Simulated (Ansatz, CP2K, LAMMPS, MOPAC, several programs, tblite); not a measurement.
# Many methods on one cell: MoS₂ (2H-MoS2 type)

MoS₂ in the 2H-MoS2-type structure, relaxed with r2SCAN+rVV10 in Ansatz, was computed with several methods. The symmetry is P6_3/mmc (No. 194, hexagonal); a = 3.173 Å, c = 12.436 Å in the conventional setting, 18.07 Å³ an atom. Mo is surrounded by 6 S at 2.40 Å; S is surrounded by 3 Mo at 2.40 Å. (Simulation; spin polarisation is off.)

```
CELL_PARAMETERS angstrom
3.17302 0.00000 0.00000
-1.58651 2.74792 0.00000
0.00000 0.00000 12.43590
ATOMIC_POSITIONS crystal
Mo 0.33333 0.66667 0.25000
Mo 0.66667 0.33333 0.75000
S 0.66667 0.33333 0.37510
S 0.66667 0.33333 0.12490
S 0.33333 0.66667 0.87510
S 0.33333 0.66667 0.62490
```

Gaps and times are for a single point on this cell; volume and bulk modulus come from each method's own relaxation or energy curve at fixed shape, which is too stiff where a cell has free coordinates or axes. Times are rough, from shared hosts (Arm Neoverse V1), and each method has its own mesh and cell size. A double dagger marks a value from a curve with shape and coordinates held. PM6 (MOPAC): levels, charges or heat of formation failed a check of plausibility, so no values are given. PM6 (MOPAC), PM7 (MOPAC), GFN1-xTB (tblite), GFN2-xTB (tblite) treat a cluster of cells at its zone centre, which samples few k points: where these miss a band edge, the gap comes out too large for that reason alone. Gaps from k meshes are read at a limited set of points (mesh, symmetry points, PBE's band edges), so each method's own least gap may be somewhat smaller. Force fields have no electrons; where one was fitted to this phase, its volume and modulus reflect the fit. xTB and the PM methods were fitted mostly to molecules, and can miss a solid's gap by electronvolts. Minimal bases can be far off for gaps. Curves at held shape can't give the bulk modulus of a layered or molecular crystal, so none is listed. d marks a direct gap, i an indirect one (no mark: not told apart), a dash a value that wasn't computed or didn't pass its checks.

| method | kind | gap (eV) | own volume (Å³/atom) | bulk modulus (GPa) | atoms computed | processor time |
| --- | --- | --- | --- | --- | --- | --- |
| MoS.rebomos (LAMMPS) | force field | – | 17.62 | – | 6 | 0.13 s |
| light PBE (260 eV and a coarse mesh) | light plane-wave | 0.92 i | – | – | 6 | 2 s |
| GFN1-xTB (tblite) | tight binding | 1.57 | 19.30‡ | – | 54 | 4.1 s |
| GFN2-xTB (tblite) | tight binding | 1.70 | 18.41‡ | – | 54 | 6.5 s |
| PBE | semilocal | 0.93 i | – | – | 6 | 8.5 s |
| PBE/SZV (CP2K) | small basis | 0.55 i | 18.77‡ | – | 6 | 18 s |
| r2SCAN | semilocal | 1.03 i | – | – | 6 | 21 s |
| PM7 (MOPAC) | semi-empirical | 3.64 | – | – | 54 | 51 s |
| PM6 (MOPAC) | semi-empirical | – | – | – | 54 | 56 s |
| PBE/DZVP (CP2K) | small basis | 0.96 i | 18.35‡ | – | 6 | 66 s |

Against r2SCAN (1.03 eV) and with closed or daggered gaps left aside, the nearest gap at the points sampled is that of PBE/DZVP (CP2K) (-0.07 eV) and the farthest that of PM7 (MOPAC) (+2.61 eV). r2SCAN is only a yardstick of convenience: semilocal gaps usually lie below measured ones, which GLLB-SC and hybrids aim to mend.

Runs without a result: GLLB-SC (GPAW) (single point), non-self-consistent DFTB (CP2K) (single point).

The runs are scalar-relativistic, without spin-orbit coupling.
